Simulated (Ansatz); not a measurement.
# CH3LiSe: single points off equilibrium

The task here is to estimate one member of a computed series from the others.

Computed with Ansatz 0.2.0, Gaussian basis. Level: single points in def2-TZVPP.

Cores are frozen in the correlated methods. Filled d shells of the heavier atoms are correlated. The outer core shell of Li, Na, Mg and K is correlated.

### Starting geometry

SMILES `[Li][Se]C`, 6 atoms, charge 0, spin multiplicity 1.

Atoms are counted from 1 here; the program's logs count them from 0.

Bond lengths: Li1–Se2 2.229 Å, Se2–C3 2.076 Å, C3–H4 0.952 Å, C3–H5 1.200 Å, C3–H6 1.170 Å. Angles: Li1–Se2–C3 111.8°, Se2–C3–H4 106.1°, Se2–C3–H5 100.5°, Se2–C3–H6 105.1°, H4–C3–H5 116.7°, H4–C3–H6 121.1°, H5–C3–H6 104.9°.

Geometry (Å):

```
Li   -1.0395   -2.4628    1.0461
Se   -1.2982   -0.6163   -0.1751
C     0.4257    0.5405   -0.1978
H     1.1212   -0.0292   -0.5115
H     0.0843    1.4274   -0.9301
H     0.4776    1.0293    0.8634
```

The first run:

run/in.yaml

```yaml
crystal:
  periodic: [false, false, false]
  atoms:
    - {symbol: Li, position_ang: [-1.039500, -2.462800, 1.046100]}
    - {symbol: Se, position_ang: [-1.298200, -0.616300, -0.175100]}
    - {symbol: C, position_ang: [0.425700, 0.540500, -0.197800]}
    - {symbol: H, position_ang: [1.121200, -0.029200, -0.511500]}
    - {symbol: H, position_ang: [0.084300, 1.427400, -0.930100]}
    - {symbol: H, position_ang: [0.477600, 1.029300, 0.863400]}
basis:
  gaussian: {orbitals: def2-TZVPP}
correlation: {method: ccsd_t}
output: {forces: true}
```

The command line of these runs was not kept.

Steps of the session up to this table: CCSD(T)/def2-TZVPP; PBE0-D4/def2-TZVPP; wB97M-V/def2-TZVPP; r2SCAN-D4/def2-TZVPP; PBE-D4/def2-TZVPP; CAM-B3LYP-D4/def2-TZVPP; r2SCANh-D4/def2-TZVPP.

One of the session's tables, all rows but one given; the rest of the session is left out.

| method | RMS force component (eV/Å) | angle to CCSD(T) forces (°) | dipole (D) |
| --- | --- | --- | --- |
| CCSD(T) | 3.041 | reference | 6.57 |
| PBE0-D4 | 3.065 | 0.8 | 6.35 |
| wB97M-V | 3.035 | 1.2 | 6.46 |
| r2SCAN-D4 | ? | ? | ? |
| PBE-D4 | 3.010 | 2.2 | 6.07 |
| CAM-B3LYP-D4 | 3.037 | 1.4 | 6.44 |
| r2SCANh-D4 | 3.041 | 0.9 | 6.45 |

Estimate the missing values for r2SCAN-D4.

As computed: RMS force component (eV/Å): 3.023; angle to CCSD(T) forces (°): 0.8; dipole (D): 6.40. In the column «RMS force component (eV/Å)» it lies between PBE-D4 (3.010) and wB97M-V (3.035).
